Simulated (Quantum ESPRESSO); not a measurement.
Runs of Quantum ESPRESSO 7.5 on NaTaO2. Symmetry: R-3m, No. 166, trigonal system. The conventional cell has a = 3.114 Å, b = 3.114 Å, c = 16.960 Å, α = 90.00°, β = 90.00°, γ = 120.00°. Na (site symmetry -3m) is surrounded by 6 O at 2.47 Å. Ta (site symmetry -3m) is surrounded by 6 O at 2.12 Å. Around O (site symmetry 3m) lie 3 Ta at 2.12 Å. The cell comes from a database or a generator and needn't be the stable form of this composition.

| level | form of the LDA correlation | gap on the mesh (eV) | pressure (GPa) | moment (μB) | largest force (eV/Å) |
| --- | --- | --- | --- | --- | --- |
| PW91+U | - | none | 17.5 | 2.00 | (b) |
| LDA+U | PZ81 | none | 7.7 | (a) | (c) |
| PBE+U | - | none | 17.6 | 2.00 | 1.95 |
| PBEsol+U | - | none | 12.3 | 2.00 | 1.66 |
| revPBE+U | - | none | 20.7 | 2.00 | 2.03 |
| RPBE+U | - | none | 21.6 | 2.00 | (d) |

Alike in all rows: task single point; potentials or basis PseudoDojo 0.5 SR PBE standard; spin collinear, ferromagnetic start; Ta d U = 7 eV; cell as given; k mesh 7 × 7 × 7; cutoff (eV) 1197; smearing gaussian 0.05 eV.

Question: Fill in the values left out.

Answer: (a) 1.99; (b) 1.92; (c) 1.50; (d) 2.07.

Caveats: the potentials were made for another functional, which shifts forces and pressure (some runs); forces of over 1 eV/Å show positions far from the minimum, so gaps and moduli don't describe the material at rest (some runs).

A k mesh can miss the band edges, and the runs leave out spin-orbit coupling on Ta.

A gap of «none» marks a metal or a gap under the smearing width.

Not every run made on this cell is shown here.
